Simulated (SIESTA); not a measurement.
## Ba2Tl5V3O12 in SIESTA: the effect of basis

Ba2Tl5V3O12:

```xyz
22
Lattice="4.2370 2.4462 6.1284 -4.2370 2.4462 6.1284 0.0000 -4.8924 6.1284" Properties=species:S:1:pos:R:3 pbc="T T T"
Ba    0.0000    0.0000    9.1926
Ba    0.0000    0.0000    0.0000
V     0.0000    2.4462    6.1284
V    -2.1185   -1.2231    6.1284
V     2.1185   -1.2231    6.1284
Tl    0.0000   -2.4462    3.0642
Tl    2.1185    1.2231    3.0642
Tl   -2.1185    1.2231    3.0642
Tl    0.0000    0.0000   13.6133
Tl    0.0000    0.0000    4.7719
O     2.6932   -0.0671    7.4143
O    -1.2885    2.3659    7.4143
O    -1.4047   -2.2988    7.4143
O    -1.4047    2.2988   10.9708
O     2.6932    0.0671   10.9708
O    -1.2884   -2.3659   10.9708
O    -2.6932    0.0671   10.9708
O     1.2884   -2.3659   10.9708
O     1.4047    2.2988   10.9708
O     1.4047   -2.2988    7.4143
O    -2.6932   -0.0671    7.4143
O     1.2885    2.3659    7.4143
```

The cell was built by a generator and needn't be a form met in nature.

Alike in all runs:

```yaml
Program: SIESTA 5.4.2
Task: band structure
Functional: PBE
Potentials_or_basis: PseudoDojo 0.4 standard (PBE files)
Grid_cutoff: 800 Ry
Energy_shift: 0.003 Ry
k_mesh: 4 × 4 × 4
Occupations: fermi-dirac, width 0.05 eV
Spin: collinear spin, ferromagnetic start
Starting_moments: "[0.0, 0.0, 2.0, 2.0, 2.0, 0.0, 0.0, 0.0, 0.0, 0.0, 0.0, 0.0, 0.0, 0.0, 0.0, 0.0, 0.0, 0.0, 0.0, 0.0, 0.0, 0.0] μB"
```

| basis | pressure (GPa) | largest force (eV/Å) |
| --- | --- | --- |
| SZP | ? | ? |
| DZP | 1.4 | 0.23 |
| TZP | 1.2 | 0.19 |
| TZDP | 1.3 | 0.25 |

**Question.** What does the run with basis SZP give?

**Answer.** Pressure 2.3 GPa; largest force 0.31 eV/Å.

Caveats: this set's barium file shifts pressures by up to 1 GPa against other sets; the basis of atomic orbitals isn't converged, which shifts pressures, moduli and gaps.
